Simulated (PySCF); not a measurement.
# [Ce(NH3)]3+: forces at shaken geometries

Aim: move all atoms of relaxed [Ce(NH3)]3+ at random and read energies and forces. The structure is generated, not taken from experiment.

Computed with PySCF 2.14.0. Level: PBE0, Ce lcecp-1-SVP with ECP47, N def2-SVP, H def2-SVP; scalar-relativistic core potentials, no spin–orbit coupling.

3 further runs of the same task are left out: 2 for a known fault of the program, 1 that didn't finish.

## Step 1: The starting structure

5 atoms, charge 3, spin multiplicity 1.

Bond lengths: Ce1–N2 2.454 Å, N2–H3 1.045 Å, N2–H4 1.045 Å, N2–H5 1.045 Å. Angles: Ce1–N2–H3 115.9°, Ce1–N2–H4 115.9°, Ce1–N2–H5 115.9°, H3–N2–H4 102.3°, H3–N2–H5 102.3°, H4–N2–H5 102.3°.

As a file:

```
Ce    0.0000    0.0000   -0.2030
N     0.0000    0.0000    2.2511
H     0.9398    0.0000    2.7077
H    -0.4700    0.8139    2.7077
H    -0.4699   -0.8139    2.7077
```

Formal oxidation states: Ce +3. Each metal's 1 4f electrons lie in its core potential, so multiplicities, spins and levels count the valence alone. An earlier session relaxed this geometry at PBE0, Ce lcecp-1-SVP with ECP47, N def2-SVP, H def2-SVP (singlet, point group C3v).

Its energy there is -87.418329 Eh.

## Step 2: Atoms moved at random, σ = 0.1 Å

Contents of run.py (the lines that set the calculation):

```python
mol = gto.M(atom='''
Ce     0.06128    -0.02152    -0.12441
N     -0.06102    -0.08017     2.40731
H      0.98146     0.00509     2.76942
H     -0.50621     0.92544     2.56810
H     -0.47551    -0.82885     2.55071''',
    basis={'Ce': 'lcecp-1-SVP', 'N': 'def2-SVP', 'H': 'def2-SVP'},
    ecp={'Ce': 'lcecp-1-SVP'},
    charge=3, spin=0)
mf = dft.RKS(mol, xc='PBE0')
mf.grids.atom_grid = (50, 194)  # f atoms: unpruned, at least (60, 302)
mf = mf.density_fit()  # fitting sets: Ce AutoAux, N def2-universal-JKFIT, H def2-universal-JKFIT
mf.conv_tol = 1e-08; mf.max_cycle = 55
mf.kernel(dm0)  # dm0: the density of the relaxed state
```

On the command line:

```bash
$ OMP_NUM_THREADS=2 python run.py
```

## Step 3: Atoms moved at random, σ = 0.1 Å

Contents of run.py (the lines that set the calculation):

```python
mol = gto.M(atom='''
Ce     0.01594    -0.01367    -0.18008
N      0.01120    -0.03143     2.11990
H      0.80012     0.03361     2.67179
H     -0.39639     0.87243     2.69062
H     -0.43087    -0.86094     2.86891''',
    basis={'Ce': 'lcecp-1-SVP', 'N': 'def2-SVP', 'H': 'def2-SVP'},
    ecp={'Ce': 'lcecp-1-SVP'},
    charge=3, spin=0)
mf = dft.RKS(mol, xc='PBE0')
mf.grids.atom_grid = (50, 194)  # f atoms: unpruned, at least (60, 302)
mf = mf.density_fit()  # fitting sets: Ce AutoAux, N def2-universal-JKFIT, H def2-universal-JKFIT
mf.conv_tol = 1e-08; mf.max_cycle = 55
mf.kernel(dm0)  # dm0: the density of the relaxed state
```

## Step 4: Atoms moved at random, σ = 0.06 Å

Contents of run.py (the lines that set the calculation):

```python
mol = gto.M(atom='''
Ce     0.07199    -0.06291    -0.24359
N      0.03050     0.06892     2.22664
H      0.94856    -0.03931     2.79636
H     -0.51774     0.81132     2.65261
H     -0.53330    -0.77803     2.73911''',
    basis={'Ce': 'lcecp-1-SVP', 'N': 'def2-SVP', 'H': 'def2-SVP'},
    ecp={'Ce': 'lcecp-1-SVP'},
    charge=3, spin=0)
mf = dft.RKS(mol, xc='PBE0')
mf.grids.atom_grid = (50, 194)  # f atoms: unpruned, at least (60, 302)
mf = mf.density_fit()  # fitting sets: Ce AutoAux, N def2-universal-JKFIT, H def2-universal-JKFIT
mf.conv_tol = 1e-08; mf.max_cycle = 55
mf.kernel(dm0)  # dm0: the density of the relaxed state
```

Before running it: what results should come out? Wanted: for each run, σ; energy rise; harmonic estimate −½ F·u; largest force component.

As calculated:

| σ (Å) | energy rise (eV) | harmonic estimate −½ F·u (eV) | largest force component (eV/Å) |
| --- | --- | --- | --- |
| 0.1 | 1.613 | 1.591 | 13.37 |
| 0.1 | 0.952 | 0.917 | 5.01 |
| 0.06 | 0.261 | 0.251 | 3.66 |

Every displacement raises the energy. For a harmonic well the rise equals −½ F·u; the two differ by at most 4 % here (a move with σ = 0.06 Å), from anharmonicity, the grid and the small forces left at the relaxed point. These are double-zeta-type bases without diffuse functions. Spin–orbit coupling is left out.
